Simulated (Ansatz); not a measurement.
## CH₃GeNO, SMILES O[C]1=[N][GeH2]1: a rigid scan of one bond angle, step by step

With the Python package of Ansatz (0.2.0).

The cells in order, each with its output:

In [1]:
```python
import ansatz as az
from ase import Atoms
```

In [2]:
```python
atoms = Atoms(["O", "C", "N", "Ge", "H", "H", "H"], positions=[
    (1.6153, -0.5966, 0.6403),
    (0.2516, -0.4181, 0.1945),
    (-1.0333, -1.0158, -0.0183),
    (-0.8984, 0.689, -0.497),
    (1.8939, -1.4479, 0.969),
    (-1.2798, 1.7416, 0.6057),
    (-0.4881, 0.9798, -1.9399),
])
```

In [3]:
```python
first = (
    az.Crystal.molecule_from_ase(atoms).calculation()
    .basis(gaussian="def2-SVP")
    .functional("hf")
    .relax(force_tolerance=0.02, max_steps=80)
)
atoms.positions = first.run(threads=1).report["positions_ang"]
```

In [4]:
```python
rows = []
for angle in [85, 95, 105, 115, 125, 140, 160]:
    bent = atoms.copy()
    bent.set_angle(1, 0, 4, angle, indices=[4])
    setup = (
        az.Crystal.molecule_from_ase(bent).calculation()
        .basis(gaussian="def2-SVP")
        .functional("hf")
    )
    rows.append((angle, setup.run(threads=1).report["free_energy_ev"]))
floor = min(e for _, e in rows)
for angle, e in rows:
    print(f"angle C1-O0-H4 = {angle:3d} deg   {1000 * (e - floor):9.1f} meV")
```
```text
angle C1-O0-H4 =  85 deg       532.0 meV
angle C1-O0-H4 =  95 deg       154.7 meV
angle C1-O0-H4 = 105 deg         0.0 meV
angle C1-O0-H4 = 115 deg        22.9 meV
angle C1-O0-H4 = 125 deg       180.1 meV
angle C1-O0-H4 = 140 deg       572.8 meV
angle C1-O0-H4 = 160 deg      1139.1 meV
```

The scan is rigid, and the energies are electronic, in a modest basis. The zero is the lowest point of the grid, which needn't be the minimum. It ran for 33 s on 1 thread of Arm Neoverse V1, on a shared host, peak memory 0.25 GiB.
